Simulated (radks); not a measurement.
# Kr³⁺ in [Ar] 3d10 4s2 4p3: an all-electron calculation

The task here is to estimate one member of a computed series from the others.

Program: radks (a radial shooting solver on a logarithmic mesh, Libxc functionals) version 1. Level of theory: Dirac Kohn-Sham, Wu-Cohen GGA, spin-unpolarised, spherical densities, finite nucleus; open shells are shared between the two j in proportion to 2j + 1. These are calculated values, not measurements, unless marked.

## The atom as given

| Quantity | Value |
| --- | --- |
| element | krypton (Z = 36) |
| charge | +3 |
| electrons | 33 |
| configuration | [Ar] 3d10 4s2 4p3 |
| nuclear rms radius | 4.1884 fm |

Outer shells as boxes (Hund's rule):

Kr³⁺
```
[Ar] core
3d [↑↓][↑↓][↑↓][↑↓][↑↓]
4s [↑↓]
4p [↑ ][↑ ][↑ ]
```

The first run:

The run's settings:

```text
Z 36
configuration [Ar] 3d10 4s2 4p3
relativity Dirac
functional wc,pbe
spin unpolarised
j_filling average
nucleus finite rms 4.1884 fm
c 137.035999084
```

One table of the session follows, with a row left open; its other results are not shown here.

It belongs to the step «Radial structure». Radial moments (bohr):

```
level      <r>  outermost maximum (interpolated)  90 % within  nodes
1s1/2  0.04150                            0.0271       0.0742      0
2s1/2   0.1833                             0.154        0.284      1
2p1/2   0.1573                             0.121        0.257      0
2p3/2   0.1613                             0.124        0.263      0
3s1/2   0.5301                             0.467        0.789      2
3p1/2   0.5331                             0.457        0.813      1
3p3/2   0.5435                             0.466        0.829      1
3d3/2        ?                                 ?            ?      ?
3d5/2   0.5553                             0.412        0.909      0
4s1/2    1.463                              1.30         2.13      3
4p1/2    1.642                              1.43         2.42      2
4p3/2    1.668                              1.46         2.46      2
```

**Question.** Estimate the row for 3d3/2.

As computed: <r>: 0.5514; outermost maximum (interpolated): 0.409; 90 % within: 0.903; nodes: 0. In the column «<r>» it lies between 3p3/2 (0.5435) and 3d5/2 (0.5553).

Limits of these values: Spin polarisation and multiplet splitting are left out.
